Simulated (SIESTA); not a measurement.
Ge3Pd:

```
Pd Ge
1.0
     4.14202    0.00000    0.00000
     0.00000    4.14202    0.00000
     0.00000    0.00000    4.14202
Pd Ge
1 3
Cartesian
  0.0000 0.0000 0.0000
  2.0710 2.0710 0.0000
  2.0710 0.0000 2.0710
  0.0000 2.0710 2.0710
```

The cell comes from a database or a generator and needn't be the stable form of this composition.

```yaml
Program: SIESTA 5.4.2
Task: single point
Functional: PBEsol
Potentials_or_basis: PseudoDojo 0.4 standard (PBEsol files)
Basis: DZP (energy shift 0.003 Ry; two zetas on semicore shells)
Grid_cutoff: 800 Ry
Energy_shift: 0.003 Ry
k_mesh: 7 × 7 × 7
Occupations: fermi-dirac, width 0.05 eV
Spin: no spin polarisation
```

On this cell: pressure -3.2 GPa; largest force zero by symmetry; band gap on the k mesh none (metal or under the smearing width).

The same run follows on a disturbed copy (atoms moved at random, drawn with an rms of 0.05 Å):

```
Pd Ge
1.0
     4.14202    0.00000    0.00000
     0.00000    4.14202    0.00000
     0.00000    0.00000    4.14202
Pd Ge
1 3
Direct
  0.00622 0.99586 0.98313
  0.50040 0.49628 0.00006
  0.49946 0.00568 0.49902
  0.00962 0.49349 0.50611
```

What changes?

The energy (extrapolated to zero smearing) moves by +1.9 meV/atom; pressure -3.2 GPa; largest force 0.180 eV/Å; band gap on the k mesh none (metal or under the smearing width).

Forces in eV/Å, atoms in the order of the input:
```
Pd  -0.056 -0.062  0.018
Ge   0.094  0.083  0.125
Ge   0.094 -0.117 -0.066
Ge  -0.131  0.095 -0.079
```

Stress tensor (GPa, compression positive):
```
-3.20 -0.04 -0.09
-0.04 -3.16 -0.03
-0.09 -0.03 -3.25
```

Caveats: the basis of atomic orbitals isn't converged, which shifts pressures, moduli and gaps.
